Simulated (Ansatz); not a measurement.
# C₂H₂AlClS: small, medium and large basis sets

An exercise on one series of results from a longer session: the logs are not shown, and one member is left open.

Method: one geometry, several basis sets; program: Ansatz 0.2.0, Gaussian basis.

Plan: PBE0-D4/def2-SVP; ωB97M-V/def2-SVP; PBE0-D4/def2-QZVPP; ωB97M-V/def2-QZVPP; the functionals' def2-TZVPP values are taken from earlier runs.

## The relaxed structure

An earlier PBE0-D4 in a triple-zeta def2 set relaxation fixed the geometry.

7 atoms, charge 0, spin multiplicity 1.

Atoms are counted from 1 here; the program's logs count them from 0.

Bond lengths: S1–C2 1.868 Å, S1–Al4 2.120 Å, C2–C3 1.322 Å, C2–Al4 1.864 Å, C3–H6 1.085 Å, C3–H7 1.087 Å, Al4–Cl5 2.065 Å. Angles: C2–S1–Al4 55.3°, S1–C2–C3 126.7°, S1–C2–Al4 69.2°, C3–C2–Al4 164.1°, C2–C3–H6 119.9°, C2–C3–H7 122.8°, H6–C3–H7 117.3°, S1–Al4–C2 55.5°, S1–Al4–Cl5 148.6°, C2–Al4–Cl5 156.0°.

As a file:

```mol
C2H2AlClS
  3D, bonds by distance, orders not assigned

  7  7  0  0  0  0  0  0  0  0999 V2000
   -0.8906   -1.5455   -0.6070 S   0  0
    0.1357   -0.1486    0.0891 C   0  0
    1.2026   -0.2618    0.8608 C   0  0
   -1.2692    0.5131   -0.9426 Al  0  0
   -2.4363    1.9686   -1.8276 Cl  0  0
    1.7185    0.6286    1.2049 H   0  0
    1.6004   -1.2223    1.1766 H   0  0
  1  2  8  0
  1  4  8  0
  2  3  8  0
  2  4  8  0
  3  6  8  0
  3  7  8  0
  4  5  8  0
M  END
```

The first run:

in.yaml reads:

```yaml
crystal:
  periodic: [false, false, false]
  atoms:
    - {symbol: S, position_ang: [-0.890643, -1.545523, -0.606959]}
    - {symbol: C, position_ang: [0.135667, -0.148649, 0.089130]}
    - {symbol: C, position_ang: [1.202625, -0.261810, 0.860758]}
    - {symbol: Al, position_ang: [-1.269208, 0.513094, -0.942623]}
    - {symbol: Cl, position_ang: [-2.436267, 1.968648, -1.827557]}
    - {symbol: H, position_ang: [1.718511, 0.628574, 1.204851]}
    - {symbol: H, position_ang: [1.600415, -1.222335, 1.176600]}
basis:
  gaussian: {orbitals: def2-SVP}
hamiltonian: {xc: pbe0, dispersion: d4}
output: {orbitals: {seedname: orbitals}}
```

Launch:

```sh
> ansatz run in.yaml --threads 2 --pin off --events-out ev --progress --plain --max-ram 4352MiB
```

Among the steps run: PBE0-D4 in def2-SVP; ωB97M-V in def2-SVP; PBE0-D4 in def2-QZVPP; ωB97M-V in def2-QZVPP.

One table of the session follows, with a row left open; its other results are not shown here.

It belongs to the step «Density functionals: the series». 

| functional | basis | HOMO (eV) | LUMO (eV) |
| --- | --- | --- | --- |
| PBE0-D4 | def2-SVP | -6.57 | -1.46 |
| PBE0-D4 | def2-TZVPP | -6.66 | -1.58 |
| PBE0-D4 | def2-QZVPP | -6.69 | -1.65 |
| ωB97M-V | def2-SVP | ? | ? |
| ωB97M-V | def2-TZVPP | -8.72 | 0.19 |
| ωB97M-V | def2-QZVPP | -8.75 | 0.00 |

**Question.** Estimate the row for ωB97M-V, def2-SVP.

As computed: HOMO (eV): -8.60; LUMO (eV): 0.35. In the column «HOMO (eV)» it lies between ωB97M-V, def2-TZVPP (-8.72) and PBE0-D4, def2-QZVPP (-6.69).
